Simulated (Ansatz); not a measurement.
# CH₇AsOSi: a ladder of functionals and wavefunction methods

An exercise on one series of results from a longer session: the logs are not shown, and one member is left open.

Method: functionals in def2-TZVPP, the program's frozen cores in correlated methods; program: Ansatz 0.2.0, Gaussian basis.

Levels to be run: PBE-D4, r2SCAN-D4, PBE0-D4, B3LYP-D4, ωB97X-V, ωB97M-V, B2PLYP; CCSD(T)/def2-TZVPP; MP2/def2-QZVPP; extrapolation to the limit.

## The relaxed structure

All runs share one geometry, relaxed beforehand with PBE0-D4 in a triple-zeta def2 set.

SMILES `OC[SiH2][AsH2]`, 11 atoms, charge 0, spin multiplicity 1.

Atoms are counted from 1 here; the program's logs count them from 0.

Bond lengths: O1–C2 1.417 Å, O1–H5 0.960 Å, C2–Si3 1.891 Å, C2–H6 1.099 Å, C2–H7 1.100 Å, Si3–As4 2.361 Å, Si3–H8 1.487 Å, Si3–H9 1.490 Å, As4–H10 1.524 Å, As4–H11 1.522 Å. Angles: C2–O1–H5 108.8°, O1–C2–Si3 108.7°, O1–C2–H6 112.0°, O1–C2–H7 111.8°, Si3–C2–H6 108.7°, Si3–C2–H7 108.4°, H6–C2–H7 107.2°, C2–Si3–As4 113.9°, C2–Si3–H8 109.8°, C2–Si3–H9 107.8°, As4–Si3–H8 108.2°, As4–Si3–H9 108.5°, H8–Si3–H9 108.7°, Si3–As4–H10 91.7°, Si3–As4–H11 91.3°, H10–As4–H11 92.3°.

Geometry (Å):

```xyz
11
CH7AsOSi
O    -1.0655    0.9982   -0.9839
C    -0.2660    1.1052    0.1807
Si   -0.0449   -0.6189    0.9258
As    0.9563   -2.1726   -0.5429
H    -1.1742    1.8720   -1.3667
H     0.7263    1.5242   -0.0388
H    -0.7322    1.7533    0.9377
H    -1.3658   -1.1601    1.3432
H     0.8185   -0.4857    2.1323
H     2.0940   -1.2094   -0.8602
H     0.1189   -1.6632   -1.7066
```

Set-up of the first run:

The input, in.yaml:

```yaml
crystal:
  periodic: [false, false, false]
  atoms:
    - {symbol: O, position_ang: [-1.065470, 0.998232, -0.983949]}
    - {symbol: C, position_ang: [-0.266035, 1.105198, 0.180673]}
    - {symbol: Si, position_ang: [-0.044912, -0.618937, 0.925795]}
    - {symbol: As, position_ang: [0.956335, -2.172575, -0.542863]}
    - {symbol: H, position_ang: [-1.174197, 1.871983, -1.366685]}
    - {symbol: H, position_ang: [0.726312, 1.524169, -0.038751]}
    - {symbol: H, position_ang: [-0.732196, 1.753262, 0.937727]}
    - {symbol: H, position_ang: [-1.365790, -1.160142, 1.343172]}
    - {symbol: H, position_ang: [0.818517, -0.485651, 2.132307]}
    - {symbol: H, position_ang: [2.093973, -1.209444, -0.860206]}
    - {symbol: H, position_ang: [0.118865, -1.663197, -1.706619]}
basis:
  gaussian: {orbitals: def2-TZVPP}
hamiltonian: {xc: pbe, dispersion: d4}
output: {forces: true, orbitals: {seedname: orbitals}}
```

Started as:

```console
> ansatz run in.yaml --threads 4 --pin off --events-out ev --progress --plain --max-ram 10444MiB
```

Steps of the session up to this table: PBE-D4 (GGA); r2SCAN-D4 (meta-GGA); PBE0-D4 (hybrid); B3LYP-D4 (hybrid); ωB97X-V (range-separated); ωB97M-V (range-separated); B2PLYP (double hybrid); CCSD(T) in def2-TZVPP; MP2 in def2-QZVPP.

One of the session's tables, all rows but one given; the rest of the session is left out.

It belongs to the step «Atomisation energies». 

| method | atomisation energy (kJ/mol) |
| --- | --- |
| PBE-D4 | 3522.4 |
| r2SCAN-D4 | 3489.6 |
| PBE0-D4 | ? |
| B3LYP-D4 | 3494.4 |
| ωB97X-V | 3518.3 |
| ωB97M-V | 3492.8 |
| B2PLYP | 3439.1 |
| HF/def2-TZVPP | 2457.9 |
| MP2/def2-TZVPP | 3397.9 |
| CCSD/def2-TZVPP | 3348.8 |
| CCSD(T)/def2-TZVPP | 3396.5 |
| MP2/CBS | 3494.5 |
| CCSD(T)/CBS | 3493.0 |

Estimate the missing values for PBE0-D4.

As computed: atomisation energy (kJ/mol): 3466.7. In the column «atomisation energy (kJ/mol)» it lies between B2PLYP (3439.1) and r2SCAN-D4 (3489.6).

Limits of these values: Free atoms (1 O, 1 C, 1 Si, 1 As, 7 H) were run apart at each level; the atomisation energy is their sum less the molecule, without zero-point or spin-orbit terms.
